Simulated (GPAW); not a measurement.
Crystal: Mn3Al.

```
Mn Al
1.0
     0.00000    2.85803    2.85803
     2.85803    0.00000    2.85803
     2.85803    2.85803    0.00000
Mn Al
3 1
Direct
  0.00000 0.00000 0.00000
  0.25000 0.25000 0.25000
  0.75000 0.75000 0.75000
  0.50000 0.50000 0.50000
```

The cell comes from a database or a generator and needn't be the stable form of this composition.

Base run:

* Program: GPAW 26.7.0
* Functional: PBEsol
* Potentials or basis: PAW data sets generated in the run's folder for this functional
* Cutoff: 600 eV
* Basis: pw
* k mesh: 7 × 7 × 7
* Occupations: fermi-dirac, width 0.05 eV
* Spin: collinear spin, ferromagnetic start
* Starting moments: [4.0, 4.0, 4.0, 0.0] μB

Its results: pressure -7.8 GPa; net moment 2.52 μB per cell; site moments Mn +0.78, +0.85; Al -0.02 μB.

The run is repeated on the same cell with these changes: hubbard terms from none to Mn d U = 2 eV. What comes out?

Pressure 31.4 GPa; net moment 9.16 μB per cell; site moments Mn +3.22, +2.95; Al -0.14 μB.

Caveats: the moment fell far below its start of 4 μB, so a state of higher moment may lie lower in energy (some runs); a pressure of tens of GPa on the cell as given is suspect, and the run, the potentials or the cell itself is likely at fault (some runs); the U is typed as a test and isn't derived for this compound (some runs).

Not every run made on this cell is shown here.
